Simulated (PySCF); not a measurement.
# H6NO3Tm (Tm(OH)3(NH3)): the cost of one run

Computed with PySCF 2.14.0. Level: PBE0, Tm lcecp-1-SVP with ECP58, O def2-SVP, H def2-SVP, N def2-SVP; scalar-relativistic core potentials, no spin–orbit coupling.

1 further run of the same task is left out (for a known fault of the program).

## 1. The starting structure

11 atoms, charge 0, spin multiplicity 1.

Bond lengths: Tm1–O2 2.121 Å, Tm1–O4 2.121 Å, Tm1–O6 2.121 Å, Tm1–N8 2.470 Å, O2–H3 0.966 Å, O4–H5 0.966 Å, O6–H7 0.966 Å, N8–H9 1.020 Å, N8–H10 1.020 Å, N8–H11 1.020 Å. Angles: O2–Tm1–O4 109.5°, O2–Tm1–O6 109.5°, O2–Tm1–N8 109.5°, O4–Tm1–O6 109.5°, O4–Tm1–N8 109.5°, O6–Tm1–N8 109.5°, Tm1–O2–H3 158.8°, Tm1–O4–H5 158.8°, Tm1–O6–H7 158.8°, Tm1–N8–H9 113.0°, Tm1–N8–H10 113.0°, Tm1–N8–H11 113.0°, H9–N8–H10 105.8°, H9–N8–H11 105.8°, H10–N8–H11 105.8°.

Geometry (Å):

| atom | x (Å) | y (Å) | z (Å) |
| --- | --- | --- | --- |
| Tm1 | 0.0000 | 0.0000 | 0.0000 |
| O2 | 1.2244 | 1.2244 | 1.2244 |
| H3 | 1.7441 | 1.4966 | 1.9915 |
| O4 | -1.2244 | -1.2244 | 1.2244 |
| H5 | -1.7441 | -1.4966 | 1.9915 |
| O6 | 1.2244 | -1.2244 | -1.2244 |
| H7 | 1.7441 | -1.9915 | -1.4966 |
| N8 | -1.4261 | 1.4261 | -1.4261 |
| H9 | -2.0392 | 2.0392 | -0.8890 |
| H10 | -0.8890 | 2.0392 | -2.0392 |
| H11 | -2.0392 | 0.8890 | -2.0392 |

Formal oxidation states: Tm +3. Each metal's 12 4f electrons lie in its core potential, so multiplicities, spins and levels count the valence alone.

## 2. SCF at the start, singlet

Input file run.py (the lines that set the calculation):

```python
mol = gto.M(atom='''
Tm     0.00000     0.00000     0.00000
O      1.22440     1.22440     1.22440
H      1.74410     1.49660     1.99150
O     -1.22440    -1.22440     1.22440
H     -1.74410    -1.49660     1.99150
O      1.22440    -1.22440    -1.22440
H      1.74410    -1.99150    -1.49660
N     -1.42610     1.42610    -1.42610
H     -2.03920     2.03920    -0.88900
H     -0.88900     2.03920    -2.03920
H     -2.03920     0.88900    -2.03920''',
    basis={'Tm': 'lcecp-1-SVP', 'O': 'def2-SVP', 'H': 'def2-SVP', 'N': 'def2-SVP'},
    ecp={'Tm': 'lcecp-1-SVP'},
    charge=0, spin=0)
mf = dft.RKS(mol, xc='PBE0')
mf.grids.atom_grid = (50, 194)  # f atoms: unpruned, at least (60, 302)
mf = mf.density_fit()  # fitting sets: Tm AutoAux, O def2-universal-JKFIT, H def2-universal-JKFIT, N def2-universal-JKFIT
mf.conv_tol = 1e-08; mf.max_cycle = 55
mf.kernel(dm0)  # dm0: free metal ions and neutral atoms
```

Started as:

```console
OMP_NUM_THREADS=2 python run.py
```

Q: Estimate wall time and peak memory on 2 threads of Arm Neoverse V1, shared host.

About 4.2 s, with a peak of 0.73 GiB.
